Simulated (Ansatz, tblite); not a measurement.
# In13P13 wurtzite off sphere (In13P13H32): one state, many levels

How do method and basis change the picture of In13P13 wurtzite off sphere (In13P13H32) (singlet)?

Computed with Ansatz 0.2.0, Gaussian basis. Level: as each input shows.

The runs, in order: GFN1-xTB, GFN2-xTB, PBE-D4/def2-TZVP, r2SCAN-D4/def2-TZVP, BLYP-D4/def2-TZVP, PBE-D4/def2-SVP, PBE0-D4/def2-SVP, MP2/def2-SVP, RPA/def2-SVP.

2 further runs of the same task are left out: 1 for a known fault of the program, 1 set aside as unsound or not needed. Runs told in other sessions of the task aren't counted.

## 1. The structure

The geometry is that of the singlet, from an earlier relaxation (PBE-D4/def2-SVP).

58 atoms, charge 0, spin multiplicity 1.

Bond lengths: In1–P2 2.672 Å, In1–P6 2.640 Å, In1–H27 1.735 Å, In1–H28 1.736 Å, P2–In8 2.600 Å, P2–H29 1.430 Å, P2–H30 1.430 Å, In3–P4 2.676 Å, In3–P7 2.606 Å, In3–H31 1.745 Å, In3–H32 1.737 Å, P4–In9 2.601 Å, P4–H33 1.433 Å, P4–H34 1.432 Å, In5–P6 2.574 Å, In5–P7 2.566 Å, In5–P16 2.641 Å, In5–H35 1.742 Å and more. Angles: P2–In1–P6 92.6°, P2–In1–H27 105.7°, P2–In1–H28 105.0°, P6–In1–H27 108.4°, P6–In1–H28 108.2°, H27–In1–H28 130.3°, In1–P2–In8 119.0°, In1–P2–H29 112.0°, In1–P2–H30 111.0°, In8–P2–H29 107.4°, In8–P2–H30 106.3°, H29–P2–H30 99.2°, P4–In3–P7 96.8°, P4–In3–H31 102.8°, P4–In3–H32 105.6°, P7–In3–H31 107.8°, P7–In3–H32 110.8°, H31–In3–H32 128.1° and more.

In takes a core potential in the def2 sets. No spin-orbit coupling is included.

PBE0-D4/def2-TZVP was run before; its log isn't repeated, and its numbers join the tables.

## 2. GFN1-xTB

Tight binding, by tblite at 300 K electronic temperature and without a spin-polarisation term:

```python
tblite.interface.Calculator('GFN1-xTB', numbers, positions, charge=0, uhf=0).singlepoint()
```

Energy -1959.7306 eV, HOMO -9.00 eV, LUMO -6.24 eV; 0.82 s.

## 3. GFN2-xTB

Tight binding, by tblite at 300 K electronic temperature and without a spin-polarisation term:

```python
tblite.interface.Calculator('GFN2-xTB', numbers, positions, charge=0, uhf=0).singlepoint()
```

Energy -1772.3482 eV, HOMO -10.63 eV, LUMO -7.71 eV; 0.74 s.

## 4. PBE-D4/def2-TZVP

start.molden holds the orbitals of an earlier run on this state, given as this run's starting guess.

in.yaml reads:

```yaml
crystal:
  periodic: [false, false, false]
  atoms:
    - {symbol: In, position_ang: [-4.030979, -2.345099, -3.394990]}
    - {symbol: P, position_ang: [-3.672524, -2.109083, -0.757724]}
    - {symbol: In, position_ang: [0.051692, -4.752447, -0.045226]}
    - {symbol: P, position_ang: [0.503921, -4.484822, 2.578367]}
    - {symbol: In, position_ang: [0.284424, -2.384516, -3.239733]}
    - {symbol: P, position_ang: [-1.799498, -1.043854, -3.937768]}
    - {symbol: P, position_ang: [0.438887, -2.255058, -0.682034]}
    - {symbol: In, position_ang: [-1.544678, -0.901198, 0.121465]}
    - {symbol: In, position_ang: [0.359581, -2.207367, 3.827283]}
    - {symbol: P, position_ang: [-1.597181, -0.923839, 2.720516]}
    - {symbol: In, position_ang: [-1.923651, 1.430852, -3.240383]}
    - {symbol: P, position_ang: [-1.737114, 1.494198, -0.682985]}
    - {symbol: In, position_ang: [-4.093903, 2.407442, -0.045572]}
    - {symbol: In, position_ang: [-1.736421, 1.413475, 3.825093]}
    - {symbol: P, position_ang: [-3.632615, 2.681889, 2.574073]}
    - {symbol: P, position_ang: [2.327423, -0.876270, -3.963450]}
    - {symbol: In, position_ang: [2.585868, -1.059959, 0.107221]}
    - {symbol: P, position_ang: [2.313687, -0.935557, 2.723463]}
    - {symbol: In, position_ang: [2.716566, 1.568806, -3.092372]}
    - {symbol: P, position_ang: [0.403472, 2.449193, -3.963863]}
    - {symbol: P, position_ang: [2.462677, 1.422423, -0.568766]}
    - {symbol: In, position_ang: [0.368741, 2.763198, 0.103969]}
    - {symbol: In, position_ang: [2.390617, 1.383713, 3.856277]}
    - {symbol: P, position_ang: [0.341727, 2.470923, 2.720976]}
    - {symbol: In, position_ang: [4.658210, 2.695888, 0.048964]}
    - {symbol: P, position_ang: [4.413540, 2.546284, 2.713771]}
    - {symbol: H, position_ang: [-3.787099, -4.025716, -3.752493]}
    - {symbol: H, position_ang: [-5.370125, -1.303108, -3.760799]}
    - {symbol: H, position_ang: [-3.753873, -3.371988, -0.091892]}
    - {symbol: H, position_ang: [-4.786664, -1.454865, -0.144888]}
    - {symbol: H, position_ang: [-1.664312, -5.059393, -0.111788]}
    - {symbol: H, position_ang: [1.342142, -5.748990, -0.643449]}
    - {symbol: H, position_ang: [-0.209197, -5.453238, 3.356967]}
    - {symbol: H, position_ang: [1.822896, -4.941992, 2.897382]}
    - {symbol: H, position_ang: [0.438647, -3.953544, -3.979777]}
    - {symbol: H, position_ang: [-1.754419, -1.015206, -5.371962]}
    - {symbol: H, position_ang: [0.314880, -2.309047, 5.561414]}
    - {symbol: H, position_ang: [-2.793792, -1.614277, 3.103113]}
    - {symbol: H, position_ang: [-3.207319, 2.347609, -3.978625]}
    - {symbol: H, position_ang: [-5.216910, 1.072922, -0.096103]}
    - {symbol: H, position_ang: [-4.319214, 4.015801, -0.660241]}
    - {symbol: H, position_ang: [-1.848728, 1.425344, 5.559033]}
    - {symbol: H, position_ang: [-4.825895, 2.557450, 3.357239]}
    - {symbol: H, position_ang: [-3.361221, 4.052976, 2.885313]}
    - {symbol: H, position_ang: [2.485109, -0.897563, -5.387720]}
    - {symbol: H, position_ang: [3.512358, -1.611785, -3.638808]}
    - {symbol: H, position_ang: [4.073481, -1.860851, -0.330115]}
    - {symbol: H, position_ang: [3.462574, -1.607019, 3.260197]}
    - {symbol: H, position_ang: [4.064492, 2.348832, -3.866948]}
    - {symbol: H, position_ang: [0.461773, 2.594844, -5.388372]}
    - {symbol: H, position_ang: [0.357871, 3.843523, -3.640929]}
    - {symbol: H, position_ang: [0.410592, 4.450900, -0.338166]}
    - {symbol: H, position_ang: [2.401916, 1.393210, 5.595764]}
    - {symbol: H, position_ang: [0.329743, 3.802011, 3.256675]}
    - {symbol: H, position_ang: [6.024082, 1.677748, -0.305262]}
    - {symbol: H, position_ang: [4.451522, 4.388660, -0.296803]}
    - {symbol: H, position_ang: [5.577065, 1.971088, 3.318737]}
    - {symbol: H, position_ang: [4.515146, 3.836487, 3.326725]}
basis:
  gaussian: {orbitals: def2-TZVP, fitting: {mean_field: def2-universal-jkfit}, initial_orbitals: start.molden}
hamiltonian: {xc: pbe, dispersion: d4}
scf: {omitted_lower_state_checks: [starts]}
output: {orbitals: {seedname: orbitals}}
```

The run is started by

```sh
$ ansatz run in.yaml --threads 11 --pin off --events-out ev --progress --plain --max-ram 174080MiB --backend cuda --devices 0, --max-vram 75GiB
```

Further steps of the session: r2SCAN-D4/def2-TZVP; BLYP-D4/def2-TZVP; PBE-D4/def2-SVP; PBE0-D4/def2-SVP; MP2/def2-SVP; RPA/def2-SVP.

Q: Predict the results of all the runs planned. Wanted: gap in def2-TZVP, named functionals, smallest and largest; correlation energy, MP2/def2-SVP; binding an atom, functionals in def2-TZVP; PBE0 total energy, smallest basis above largest.

**Answer**, as computed:

| quantity | value |
| --- | --- |
| gap in def2-TZVP, named functionals, smallest and largest | 3.26 eV (BLYP-D4), 4.93 eV (PBE0-D4) |
| correlation energy, MP2/def2-SVP | -77.60 eV |
| binding an atom, functionals in def2-TZVP | 2.53 (BLYP-D4) to 2.58 eV (r2SCAN-D4) |
| PBE0 total energy, smallest basis above largest | 43.36 eV (def2-SVP, def2-TZVP) |

What this shows: Orbital gaps of the named functionals in def2-TZVP span 3.26 eV (BLYP-D4) to 4.93 eV (PBE0-D4); exact exchange widens it.
